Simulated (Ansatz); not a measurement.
2 structures of As: a ranking of polymorphs by energy, run with the Python package of Ansatz (0.2.0).

Script `as_run.py`:
```python
'''Which structure of As is lowest in energy, after relaxing atoms and volume at fixed cell shape.'''

import warnings

import ansatz as az
import numpy as np
import pandas as pd
import spglib

PHASES = {
    'Pm-3m': (
        [(2.70368174, 0.0, 0.0), (0.0, 2.70368174, 0.0), (0.0, 0.0, 2.70368174)],
        [
            ('As', (0.5, 0.5, 0.5)),
        ],
    ),
    'R-3m': (
        [(1.8807969, 1.0858786, 3.51406199), (-1.8807969, 1.0858786, 3.51406199), (0.0, -2.17175719, 3.51406199)],
        [
            ('As', (0.774, 0.774, 0.774)),
            ('As', (0.226, 0.226, 0.226)),
        ],
    ),
}


def build(vectors, sites):
    crystal = az.Crystal(lattice=az.Lattice.of(vectors))
    for symbol, position in sites:
        crystal = crystal.atom(symbol, position)
    return crystal


def compute(name, crystal):
    calc = (
        crystal.calculation()
        .functional('r2SCAN', dispersion='d3bj')
        .basis(600)
        .kpoints(spacing=0.14)
        .occupations('gaussian', width=0.05)
        .stress()
        .band_table()
    )
    calc = calc.relax(force_tolerance=0.01, max_steps=40, fix_cell=['shape'])
    return calc.run(threads=1, pin='off')


def space_group(outcome):
    sites = outcome.report['lattice']['sites']
    kinds = sorted({site['symbol'] for site in sites})
    cell = (outcome.lattice.cell_ang, [site['position_frac'] for site in sites], [kinds.index(site['symbol']) for site in sites])
    return spglib.get_spacegroup(cell, symprec=0.01)


def pressure_gpa(outcome):
    return float(np.trace(outcome.report['stress_gpa']) / 3)


def main() -> None:
    warnings.simplefilter('ignore', az.DeckWarning)

    phases = {name: build(*cell) for name, cell in PHASES.items()}

    done = {name: compute(name, crystal) for name, crystal in phases.items()}

    energy = {name: o.report['energy_sigma0_ev'] / len(o.lattice.sites) for name, o in done.items()}
    lowest = min(energy.values())
    rows = [(name, len(o.lattice.sites), 1000 * (energy[name] - lowest), space_group(o), pressure_gpa(o)) for name, o in done.items()]
    rows.sort(key=lambda row: row[2])
    print(pd.DataFrame(rows, columns=['phase', 'atoms', 'dE (meV/atom)', 'space group', 'P (GPa)']).round(4).to_string(index=False))
    print('order:', ' < '.join(row[0] for row in rows))


if __name__ == '__main__':
    main()
```

Which of these structures comes out lowest, and how far apart are they?

By space group at the end of each run: R-3m (+0 meV an atom, 21.6 Å³) and Pm-3m (+125 meV an atom, 19.4 Å³).

What the script printed:

```console
$ python as_run.py
phase  atoms  dE (meV/atom) space group  P (GPa)
 R-3m      2         0.0000  R-3m (166)  -0.0248
Pm-3m      1       125.1861 Pm-3m (221)   0.0052
order: R-3m < Pm-3m
```

Notes:
- The dispersion term runs with damping parameters of another functional.
- Dispersion corrections can be off by several per cent in the lattices of metals, and by several GPa in the pressure at a fixed cell.
- Atoms and volume are relaxed with the cell's shape held, which in cells of lower than cubic symmetry can hide stresses and shift volumes.
- Pressure is positive in compression.
- The cells come from databases of deposited and of computed structures, and not all need be stable phases.
- The ranking holds among these structures alone, at zero temperature; the ground state may be another structure. Differences under about 40 meV an atom lie within the error of mesh and functional.
- The script silences the warnings on its input, which a real study should read.
- Run time: 6.3 min on 1 thread of Arm Neoverse N1 (shared host), peak memory 0.97 GiB.
